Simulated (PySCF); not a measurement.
# C4H11AlO: electronic excitations

Aim: predict the electronic excitations of C4H11AlO (`C[O][AlH][CH](C)C`).

Computed with PySCF 2.14.0, with density-fitted response routines of our own, on a single molecule in the gas phase. Atoms count from 0, in the outputs and in this text.

## Step 1: The molecule as given

17 atoms, charge 0, multiplicity 1; geometry from: GFN2-xTB.

Bonds of the start (Å): C0–O1 1.40, O1–Al2 1.65, Al2–C3 2.03, C3–C4 1.53, C3–C5 1.53, C0–H6 1.09, C0–H7 1.09, C0–H8 1.09, Al2–H9 1.54, C3–H10 1.10, C4–H11 1.09, C4–H12 1.09, C4–H13 1.09, C5–H14 1.09, C5–H15 1.09, C5–H16 1.09.

## Step 2: Ultraviolet spectrum: CAM-B3LYP/def2-SVPD

What the job is given:

```
{"job": {"kind": "uv", "xc": "CAM-B3LYP", "basis": "def2-SVPD", "nstates": 8, "ntriplets": 3}, "charge": 0, "multiplicity": 1}
C      3.376170    -0.181423     0.279168
O      2.029955    -0.547397     0.166679
Al     0.451789    -1.003420     0.051327
C     -1.099849     0.169884    -0.514615
C     -2.359697    -0.654895    -0.228899
C     -1.157626     1.538657     0.177557
H      3.876162    -0.300574    -0.684981
H      3.873995    -0.813911     1.017181
H      3.455484     0.861345     0.594702
H      0.154217    -2.462034     0.429257
H     -1.078329     0.369037    -1.598869
H     -2.272718    -1.646360    -0.677827
H     -3.255418    -0.174542    -0.625125
H     -2.490978    -0.791100     0.844584
H     -0.229707     2.087973     0.016650
H     -1.982463     2.139673    -0.209262
H     -1.297984     1.421119     1.251486
```

Method: TDDFT CAM-B3LYP/def2-SVPD, vertical, gas phase, core orbitals frozen in the response.

Command:

```bash
$ OMP_NUM_THREADS=1 python probes_run.py task.json out
```

One launch serves the whole session: the jobs run in the order shown.

What will the session give for the following? lowest singlet (CAM-B3LYP/def2-SVPD); brightest single state of those computed; lowest triplet; surface potential, 1st and 99th percentile. Wanted: lowest singlet; brightest single state of those computed; lowest triplet; surface potential, 1st and 99th percentile.

The runs gave:

| quantity | value |
| --- | --- |
| lowest singlet (CAM-B3LYP/def2-SVPD) | 5.11 eV (243 nm), f = 0.001 |
| brightest single state of those computed | state 7, 7.37 eV, f = 0.167 |
| lowest triplet | 4.79 eV |
| surface potential, 1st and 99th percentile | -0.72 V and 2.56 V |

What this shows: The lowest singlet, at 5.11 eV, is HOMO→LUMO 0.96 and is dark; of the 8 states computed, the strongest absorption comes from state 7 at 7.37 eV (the last state computed is bright too, and its partners may lie past the list). The lowest triplet lies 0.32 eV below the lowest singlet (triplets in Tamm-Dancoff, singlets in full TDDFT).
